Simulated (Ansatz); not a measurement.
# ClH₃InN: a ladder of functionals and wavefunction methods

How much do the methods differ for ClH₃InN? The plan is to run it at one geometry with functionals of several rungs and with coupled cluster. The yardstick is the atomisation energy at the CCSD(T) limit.

Program: Ansatz 0.2.0, Gaussian basis. Level of theory: functionals in def2-TZVPP, the program's frozen cores in correlated methods. These are calculated values, not measurements.

Plan: LDA (SPW92), PBE-D4, revPBE-D4, BLYP-D4, r2SCAN-D4, B97M-V, PBE0-D4, B3LYP-D4, r2SCANh-D4, r2SCAN0-D4, HSE06-D4, BHLYP-D4, CAM-B3LYP-D4, LC-ωPBE, ωB97X-V, ωB97M-V, B2PLYP, PBE-QIDH; CCSD(T)/def2-SVP; CCSD(T)/def2-TZVPP; MP2/def2-QZVPP; extrapolation to the limit; RPA on PBE.

### 1 Structure used throughout

An earlier PBE0-D4 in a triple-zeta def2 set relaxation fixed the geometry. In takes the def2 core potential; no spin-orbit term is included.

SMILES `[NH2][InH][Cl]`, 6 atoms, charge 0, spin multiplicity 1.

Atoms are counted from 1 here; the program's logs count them from 0.

Bond lengths: N1–In2 1.995 Å, N1–H4 1.007 Å, N1–H5 1.008 Å, In2–Cl3 2.339 Å, In2–H6 1.693 Å. Angles: In2–N1–H4 121.6°, In2–N1–H5 118.5°, H4–N1–H5 111.0°, N1–In2–Cl3 109.2°, N1–In2–H6 131.5°, Cl3–In2–H6 119.1°.

### 2 LDA

This LDA is Slater exchange with PW92 correlation.

Input file in.yaml:

```yaml
crystal:
  periodic: [false, false, false]
  atoms:
    - {symbol: N, position_ang: [-1.020817, 0.188086, -0.504109]}
    - {symbol: In, position_ang: [0.792063, 0.148642, 0.327859]}
    - {symbol: Cl, position_ang: [0.990842, -1.771034, 1.649202]}
    - {symbol: H, position_ang: [-1.219397, 0.761364, -1.308183]}
    - {symbol: H, position_ang: [-1.558226, -0.664540, -0.526779]}
    - {symbol: H, position_ang: [2.057534, 1.273382, 0.315810]}
basis:
  gaussian: {orbitals: def2-TZVPP}
hamiltonian: {xc: lda}
output: {orbitals: {seedname: orbitals}}
```

After this run come: PBE-D4 (GGA); revPBE-D4 (GGA); BLYP-D4 (GGA); r2SCAN-D4 (meta-GGA); B97M-V (meta-GGA); PBE0-D4 (hybrid); B3LYP-D4 (hybrid); r2SCANh-D4 (hybrid); r2SCAN0-D4 (hybrid); HSE06-D4 (hybrid); BHLYP-D4 (hybrid); CAM-B3LYP-D4 (range-separated); LC-ωPBE-D4 (range-separated); ωB97X-V (range-separated); ωB97M-V (range-separated); B2PLYP (double hybrid); PBE-QIDH (double hybrid); CCSD(T) in def2-SVP; CCSD(T) in def2-TZVPP; MP2 in def2-QZVPP; RPA on PBE orbitals.

Before running them: what should the planned runs give, taken together? Wanted: atomisation energy, CCSD(T)/CBS; farthest beyond LDA; mean size of error, GGA; mean size of error, meta-GGA; mean size of error, hybrid; mean size of error, range-separated; mean size of error, double hybrid; gap, smallest and largest; T1 diagnostic.

The runs gave:

```
                               quantity                                           value
        atomisation energy, CCSD(T)/CBS                                  390.7 kcal/mol
functionals within 3.9 kcal/mol (1.0 %)  PBE-D4, B97M-V, CAM-B3LYP-D4, ωB97X-V, ωB97M-V
                    farthest beyond LDA                       BHLYP-D4 (-18.6 kcal/mol)
                mean size of error, GGA                                    6.8 kcal/mol
           mean size of error, meta-GGA                                    2.8 kcal/mol
             mean size of error, hybrid                                   10.2 kcal/mol
    mean size of error, range-separated                                    2.2 kcal/mol
      mean size of error, double hybrid                                   10.2 kcal/mol
              gap, smallest and largest           4.14 eV (BLYP-D4), 11.02 eV (LC-ωPBE)
                          T1 diagnostic                                          0.0142
triples share of the correlation energy                                           3.5 %
```

In words: LDA overbinds by 55.5 kcal/mol (14 %). PBE-D4 is off by +0.2 kcal/mol. Double hybrids carry the basis error of their MP2 part in triple zeta, and no dispersion term here, so their miss is partly the set-up's. The rungs range-separated, meta-GGA miss on average by less than the doubt on the reference (3.9 kcal/mol), so they tie. The reference freezes the cores and leaves out spin-orbit coupling and excitations past (T), and its outer-core shells are covered unevenly, so misses under about 3.9 kcal/mol can't be ranked. All levels share the lack of spin-orbit coupling, which lowers the free heavy atoms and so the true binding. Hartree-Fock recovers 66 % of the binding; the rest is correlation. CCSD(T) in def2-SVP is off by -39.4 kcal/mol, so the small basis spoils what the method gains. Orbital gaps span 4.1 to 11.0 eV; exact exchange widens them. Correlated methods include outer-core shells of In, which these sets cover unevenly.
